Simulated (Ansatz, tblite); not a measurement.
**BEt2(OiPr) (C₇H₁₇BO): a ladder of methods and basis sets**

The task here is to estimate one member of a computed series from the others.

Computed with Ansatz 0.2.0, Gaussian basis. Level: as each input shows.

Plan: GFN1-xTB, GFN2-xTB, PBE-D4/def2-TZVP, r2SCAN-D4/def2-TZVP, BLYP-D4/def2-TZVP, HF/def2-TZVP, PBE-D4/def2-SVP, PBE0-D4/def2-SVP, MP2/def2-TZVP.

2 further runs of the same task are left out: 2 set aside as unsound or not needed. Runs told in other sessions of the task aren't counted.

## The structure

The geometry is that of the singlet, from an earlier relaxation (PBE-D4/def2-SVP).

26 atoms, charge 0, spin multiplicity 1.

Bond lengths: B1–C2 1.588 Å, B1–C9 1.595 Å, B1–O16 1.369 Å, C2–C3 1.537 Å, C2–H4 1.118 Å, C2–H5 1.111 Å, C3–H6 1.110 Å, C3–H7 1.111 Å, C3–H8 1.111 Å, C9–C10 1.543 Å, C9–H11 1.113 Å, C9–H12 1.111 Å, C10–H13 1.110 Å, C10–H14 1.110 Å, C10–H15 1.110 Å, O16–C17 1.435 Å, C17–C18 1.527 Å, C17–C19 1.526 Å and more. Angles: C2–B1–C9 122.0°, C2–B1–O16 115.3°, C9–B1–O16 122.7°, B1–C2–C3 115.7°, B1–C2–H4 105.7°, B1–C2–H5 109.9°, C3–C2–H4 108.7°, C3–C2–H5 110.9°, H4–C2–H5 105.4°, C2–C3–H6 112.2°, C2–C3–H7 111.9°, C2–C3–H8 111.6°, H6–C3–H7 106.9°, H6–C3–H8 106.9°, H7–C3–H8 106.9°, B1–C9–C10 112.1°, B1–C9–H11 111.2°, B1–C9–H12 109.3° and more.

PBE0-D4/def2-TZVP was run before; its log isn't repeated, and its numbers join the tables.

Set-up of the first run:

Tight binding, by tblite at 300 K electronic temperature and without a spin-polarisation term:

```python
tblite.interface.Calculator('GFN1-xTB', numbers, positions, charge=0, uhf=0).singlepoint()
```

Tight binding, by tblite at 300 K electronic temperature and without a spin-polarisation term:

```python
tblite.interface.Calculator('GFN2-xTB', numbers, positions, charge=0, uhf=0).singlepoint()
```

start.molden holds the orbitals of an earlier run on this state, given as this run's starting guess.

Input file in.yaml:

```yaml
crystal:
  periodic: [false, false, false]
  atoms:
    - {symbol: B, position_ang: [0.725955, 0.373375, 0.047418]}
    - {symbol: C, position_ang: [2.171199, 0.403287, 0.705236]}
    - {symbol: C, position_ang: [2.254746, 1.042681, 2.100941]}
    - {symbol: H, position_ang: [2.811131, 0.992346, 0.002148]}
    - {symbol: H, position_ang: [2.605080, -0.619925, 0.712209]}
    - {symbol: H, position_ang: [3.298548, 1.102139, 2.473382]}
    - {symbol: H, position_ang: [1.849063, 2.076738, 2.108867]}
    - {symbol: H, position_ang: [1.676042, 0.462799, 2.851401]}
    - {symbol: C, position_ang: [-0.245066, 1.638138, 0.082959]}
    - {symbol: C, position_ang: [-1.303851, 1.525562, 1.199464]}
    - {symbol: H, position_ang: [-0.755906, 1.781078, -0.895515]}
    - {symbol: H, position_ang: [0.355857, 2.558650, 0.245782]}
    - {symbol: H, position_ang: [-1.952678, 2.424662, 1.252733]}
    - {symbol: H, position_ang: [-1.970115, 0.650237, 1.050737]}
    - {symbol: H, position_ang: [-0.831761, 1.403422, 2.196245]}
    - {symbol: O, position_ang: [0.376714, -0.812119, -0.542316]}
    - {symbol: C, position_ang: [-0.854172, -1.082555, -1.229289]}
    - {symbol: C, position_ang: [-1.584491, -2.193967, -0.479628]}
    - {symbol: C, position_ang: [-0.522783, -1.456918, -2.671436]}
    - {symbol: H, position_ang: [-1.490062, -0.169187, -1.231608]}
    - {symbol: H, position_ang: [-0.957098, -3.107568, -0.438203]}
    - {symbol: H, position_ang: [-2.539447, -2.446249, -0.982783]}
    - {symbol: H, position_ang: [-1.810838, -1.884924, 0.560391]}
    - {symbol: H, position_ang: [-0.000916, -0.624522, -3.184195]}
    - {symbol: H, position_ang: [0.140406, -2.345586, -2.695893]}
    - {symbol: H, position_ang: [-1.445537, -1.691585, -3.239038]}
basis:
  gaussian: {orbitals: def2-TZVP, initial_orbitals: start.molden}
hamiltonian: {xc: pbe, dispersion: d4}
scf: {omitted_lower_state_checks: [starts]}
output: {orbitals: {seedname: orbitals}}
```

The run is started by

```console
$ ansatz run in.yaml --threads 4 --pin off --events-out ev --progress --plain --max-ram 6963MiB
```

Steps of the session up to this table: PBE-D4/def2-TZVP; r2SCAN-D4/def2-TZVP; BLYP-D4/def2-TZVP; HF/def2-TZVP; PBE-D4/def2-SVP; PBE0-D4/def2-SVP; MP2/def2-TZVP.

One of the session's tables, all rows but one given; the rest of the session is left out.

It belongs to the step «Binding energy». 

```
              level  binding an atom (eV)
       HF/def2-TZVP                 3.166
    PBE-D4/def2-SVP                 4.299
   PBE-D4/def2-TZVP                 4.255
  BLYP-D4/def2-TZVP                 4.160
r2SCAN-D4/def2-TZVP                     ?
   PBE0-D4/def2-SVP                 4.253
  PBE0-D4/def2-TZVP                 4.204
      MP2/def2-TZVP                 4.084
```

Q: Estimate the row for r2SCAN-D4/def2-TZVP from the others.

As computed: binding an atom (eV): 4.189. In the column «binding an atom (eV)» it lies between BLYP-D4/def2-TZVP (4.160) and PBE0-D4/def2-TZVP (4.204).

To keep in mind: Free atoms were run apart at each level; binding is atoms less cluster, divided by the number of atoms, without zero-point or spin-orbit terms.
